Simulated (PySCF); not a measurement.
# C4H7BrO2Si: circular dichroism and optical rotation

Aim: compute the circular dichroism and optical rotation of C4H7BrO2Si (`O=CO[C@@H]1CC[Si@@H]1Br`).

Computed with PySCF 2.14.0 and routines of our own; the level stands in each step. Atoms count from 0.

## (1) The starting structure

15 atoms, charge 0, multiplicity 1; geometry from: GFN2-xTB.

## (2) Circular dichroism and optical rotation: TDDFT LC-wPBE/def2-SVPD

The job: settings as JSON, then the geometry in Å.

```
{"job": {"kind": "ecd", "xc": "LC-wPBE", "basis": "def2-SVPD", "nstates": 12}, "charge": 0, "multiplicity": 1}
O      2.421377     0.497721     0.135095
C      2.342915    -0.474340    -0.577871
O      1.278340    -1.207294    -0.736008
C      0.161994    -0.764717     0.042853
C     -1.204302    -0.784653    -0.645916
C     -1.758082     0.534534    -0.067378
Si     0.027086     1.126555     0.354885
Br     0.565167     2.491054    -1.313014
H      3.180058    -0.846292    -1.182464
H      0.160858    -1.356402     0.961426
H     -1.073540    -0.714153    -1.725574
H     -1.804243    -1.666467    -0.427621
H     -2.372831     0.349784     0.811023
H     -2.356066     1.109803    -0.770485
H      0.426858     1.712858     1.613484
```

Method: TDDFT LC-wPBE/def2-SVPD circular dichroism and optical rotation, one conformer, gas phase.

On the command line:

```sh
OMP_NUM_THREADS=1 python excited_run.py task.json out
```

The driver reads the jobs from task.json and runs them one after another.

Standard output:

```text
coarse grid: 62128 points
cycle   1  E = -3169.3504143698  dE =  5.865e-01  |g| = 9.021e-01  |ddm| = 5.753e+00
cycle   2  E = -3169.3262461335  dE =  2.417e-02  |g| = 1.068e+00  |ddm| = 2.053e+00
cycle   3  E = -3169.5227927901  dE = -1.965e-01  |g| = 1.303e-01  |ddm| = 1.066e+00
cycle   4  E = -3169.5255842052  dE = -2.791e-03  |g| = 6.725e-02  |ddm| = 2.152e-01
cycle   5  E = -3169.5264600757  dE = -8.759e-04  |g| = 1.479e-02  |ddm| = 8.725e-02
cycle   6  E = -3169.5265151909  dE = -5.512e-05  |g| = 3.589e-03  |ddm| = 3.511e-02
cycle   7  E = -3169.5265202739  dE = -5.083e-06  |g| = 1.122e-03  |ddm| = 1.074e-02
final grid: 129856 points
cycle   8  E = -3169.5264805002  dE = -8.452e-07  |g| = 8.992e-04  |ddm| = 7.009e-03
cycle   9  E = -3169.5264803336  dE =  1.666e-07  |g| = 9.108e-04  |ddm| = 2.293e-03
cycle  10  E = -3169.5264805110  dE = -1.773e-07  |g| = 1.284e-04  |ddm| = 1.005e-03
cycle  11  E = -3169.5264805198  dE = -8.872e-09  |g| = 1.040e-04  |ddm| = 3.476e-04
cycle  12  E = -3169.5264805240  dE = -4.158e-09  |g| = 2.960e-05  |ddm| = 3.020e-04
cycle  13  E = -3169.5264805243  dE = -2.478e-10  |g| = 7.411e-06  |ddm| = 5.148e-05
converged SCF energy = -3169.5264805243

Singlet excitations and rotatory strengths (1e-40 esu^2 cm^2)
state   eV       nm     f(len)   f(vel)    R(len)    R(vel)   main configurations
  1   6.0144   206.1  0.00289  0.00342     8.414     7.067   H-2->L+1 0.27, H-5->L+1 0.22, H->L+1 0.18
  2   6.7011   185.0  0.00080  0.00092     4.298     4.441   H->L 0.53, H->L+2 0.15
  3   7.1433   173.6  0.01404  0.01431    13.936    14.144   H-1->L 0.58, H-1->L+2 0.15
  4   7.3629   168.4  0.00676  0.00616   -19.328   -20.112   H->L+1 0.27, H-5->L+1 0.13, H-1->L+1 0.12
  5   7.6448   162.2  0.05096  0.05404    16.859    18.550   H-2->L 0.28, H->L+3 0.19
  6   7.8057   158.8  0.03930  0.04419     6.400     4.703   H->L+6 0.30, H->L+3 0.14, H-2->L 0.12
  7   7.9344   156.3  0.04175  0.04153     5.161     5.104   H->L+2 0.60
  8   8.1209   152.7  0.04005  0.03937    52.482    53.325   H-1->L+1 0.21, H-4->L+1 0.11
  9   8.2730   149.9  0.07291  0.07667  -136.954  -139.277   H-3->L 0.29, H-1->L+3 0.15
 10   8.3254   148.9  0.00750  0.00775   -64.859   -63.364   H-1->L+6 0.23, H-1->L+3 0.13
 11   8.4579   146.6  0.00258  0.00295    18.124    18.907   H-1->L+2 0.43
 12   8.5696   144.7  0.01461  0.01550    -4.010    -4.173   H->L+4 0.17, H-1->L+1 0.15, H->L 0.10

Specific rotation (deg / (dm g/mL))
    nm     length   length(OI)   velocity    alpha(len)  alpha(vel)
  633.0     119.97     120.10     110.72       94.770     94.783
  589.3     140.37     140.54     129.53       95.099     95.115
  546.0     166.42     166.64     153.53       95.510     95.530
  436.0     281.01     281.49     258.90       97.217     97.254
  405.0     337.04     337.67     310.32       97.995     98.040
  365.0     440.98     441.94     405.52       99.349     99.408
  355.0     475.28     476.37     436.88       99.773     99.837
```

Wall time 2.8 min (1 thread of Arm Neoverse V1, shared host); peak memory 1.1 GiB.

Orbitals, density, ELF and potential are computed afterwards from the orbital file.

Frontier orbitals at LC-wPBE/def2-SVPD, with the share of their density that lies nearest to each atom:

| orbital | energy (eV) | lies on |
| --- | --- | --- |
| HOMO | -10.16 | Br7 28 %; C5 21 %; C3 14 % |
| LUMO | 1.85 | Br7 40 %; Si6 14 %; C1 8 % |

ELF in a plane through or near 6 of the atoms.

Ten even steps from ' ' (0.00) to '@' (1.00):
```
                                                        
                                                        
                                                        
                                                        
                        ......                          
              ..        ::--::....                      
          ::**####++....::  ::..++**::                  
          ==##%%%%%%++..  ++##::%%%%==::..              
          ..++%%--##**..==....::@@**--**++::            
            ::**%%##::..##@@**::**::::####--            
        ::++##==::------**++**==**%%**++==..            
      ..##@@@@##--%%####**..##%%--**++..                
        **%%**--::%%**##**==%%##++@@%%--                
        ..::..  ::%%@@##::..--==@@@@@@@@::              
                ::++**==      ::@@@@@@@@==              
                  ..::..      ..##@@@@##..              
                                  ..                    
                                                        
                                                        
                                                        
```
The map spans 11.8 Å across and 9.6 Å up, centred on the molecule. Atoms in the plane (x, y in Å): O0 (-2.3, 0.8), C1 (-2.4, -0.3), O2 (-1.4, -1.1), C5 (1.8, 0.4), Si6 (0.1, 1.2), H11 (1.6, -1.9).

log10 of the density (e/Å³) in the same plane.

Ten even steps from ' ' (-4.0) to '@' (1.8):
```
                                                        
                      ..........                        
                  ..::::----::::....                    
                ..::::----------::::..                  
          ....::::----====++====----::....              
        ..::----========++++++++====--::::....          
      ..::--==++**++++++++**##**++++====----::..        
      ..::==++**####**++**%%@@##******++==--::..        
      ..--==**##%%##**++****##****####**++==--::..      
      ::--==++######**++**********##%%##**==--::..      
    ..::==++**##%%##******####****##****++==--::..      
    ..::==++****####################**++==--::..        
    ..::--==++++**##%%##********####**++--::..          
      ..::----==++**##**++++++****##**++--::..          
        ....::--====++====--====++**++==--::            
            ..::::--------::----======--::..            
                ..............::::::::::..              
                              ........                  
                                                        
                                                        
```
The map spans 11.8 Å across and 9.6 Å up, centred on the molecule. Atoms in the plane (x, y in Å): O0 (-2.3, 0.8), C1 (-2.4, -0.3), O2 (-1.4, -1.1), C5 (1.8, 0.4), Si6 (0.1, 1.2), H11 (1.6, -1.9).

On the surface of density 0.002 e/bohr³ the electrostatic potential runs, from the 1st to the 99th percentile, from -1.33 V near O0 to 1.35 V near H8.

## (3) Results

```
                                                                                     quantity                                                            value
state of largest rotatory strength (velocity form) among 12 (step 2, TDDFT LC-wPBE/def2-SVPD)  8.27 eV, R = -139.3 (velocity), -137.0 (length) ·10⁻⁴⁰ esu² cm²
                              specific rotation at 633.0 nm (step 2, TDDFT LC-wPBE/def2-SVPD)                                 110.7 (velocity), 120.0 (length)
                                                        surface potential, 1st and 99th percentile                                               -1.33 V and 1.35 V
```

In words: Steps that list no spin-orbit terms leave them out, which matters at and beside the heavy atoms. Rotations belong to one conformer.
